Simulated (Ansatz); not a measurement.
**C₂H₇BrGaN: basis-set convergence**

One table from this session's results is given with a row withheld; the runs are named, their logs left out.

Computed with Ansatz 0.2.0, Gaussian basis. Level: one geometry, several basis sets.

Plan: PBE0-D4/def2-SVP; ωB97M-V/def2-SVP; PBE0-D4/def2-QZVPP; ωB97M-V/def2-QZVPP; the functionals' def2-TZVPP values are taken from earlier runs.

## Structure used throughout

An earlier PBE0-D4 in a triple-zeta def2 set relaxation fixed the geometry.

SMILES `C[N](C)[GaH][Br]`, 12 atoms, charge 0, spin multiplicity 1.

Atoms are counted from 1 here; the program's logs count them from 0.

Bond lengths: C1–N2 1.440 Å, C1–H6 1.099 Å, C1–H7 1.099 Å, C1–H8 1.091 Å, N2–C3 1.441 Å, N2–Ga4 1.808 Å, C3–H9 1.099 Å, C3–H10 1.093 Å, C3–H11 1.099 Å, Ga4–Br5 2.295 Å, Ga4–H12 1.549 Å. Angles: N2–C1–H6 111.2°, N2–C1–H7 111.2°, N2–C1–H8 110.8°, H6–C1–H7 107.3°, H6–C1–H8 108.1°, H7–C1–H8 108.1°, C1–N2–C3 113.5°, C1–N2–Ga4 124.9°, C3–N2–Ga4 121.6°, N2–C3–H9 111.4°, N2–C3–H10 111.0°, N2–C3–H11 111.4°, H9–C3–H10 107.7°, H9–C3–H11 107.3°, H10–C3–H11 107.7°, N2–Ga4–Br5 115.3°, N2–Ga4–H12 123.7°, Br5–Ga4–H12 121.0°.

The first run:

File in.yaml:

```yaml
crystal:
  periodic: [false, false, false]
  atoms:
    - {symbol: C, position_ang: [-1.094185, -0.736741, 0.422016]}
    - {symbol: N, position_ang: [0.044257, 0.028585, -0.016362]}
    - {symbol: C, position_ang: [1.293534, -0.431697, 0.536149]}
    - {symbol: Ga, position_ang: [-0.030237, 1.437591, -1.146891]}
    - {symbol: Br, position_ang: [-2.128843, 1.986459, -1.895577]}
    - {symbol: H, position_ang: [-1.202284, -0.699053, 1.515020]}
    - {symbol: H, position_ang: [-0.995929, -1.794080, 0.138881]}
    - {symbol: H, position_ang: [-2.013169, -0.351802, -0.022064]}
    - {symbol: H, position_ang: [1.290016, -0.381120, 1.634081]}
    - {symbol: H, position_ang: [2.128019, 0.175867, 0.177545]}
    - {symbol: H, position_ang: [1.495388, -1.475577, 0.257676]}
    - {symbol: H, position_ang: [1.213423, 2.241559, -1.600475]}
basis:
  gaussian: {orbitals: def2-SVP}
hamiltonian: {xc: pbe0, dispersion: d4}
output: {orbitals: {seedname: orbitals}}
```

Among the steps run: PBE0-D4 in def2-SVP; ωB97M-V in def2-SVP; PBE0-D4 in def2-QZVPP; ωB97M-V in def2-QZVPP.

One of the session's tables, all rows but one given; the rest of the session is left out.

It belongs to the step «Functionals by basis». 

```
functional       basis  HOMO (eV)
   PBE0-D4    def2-SVP      -6.55
   PBE0-D4  def2-TZVPP      -6.63
   PBE0-D4  def2-QZVPP      -6.64
   ωB97M-V    def2-SVP      -8.79
   ωB97M-V  def2-TZVPP          ?
   ωB97M-V  def2-QZVPP      -8.90
```

**Question.** Estimate the row for ωB97M-V, def2-TZVPP.

As computed: HOMO (eV): -8.89. In the column «HOMO (eV)» it lies between ωB97M-V, def2-QZVPP (-8.90) and ωB97M-V, def2-SVP (-8.79).
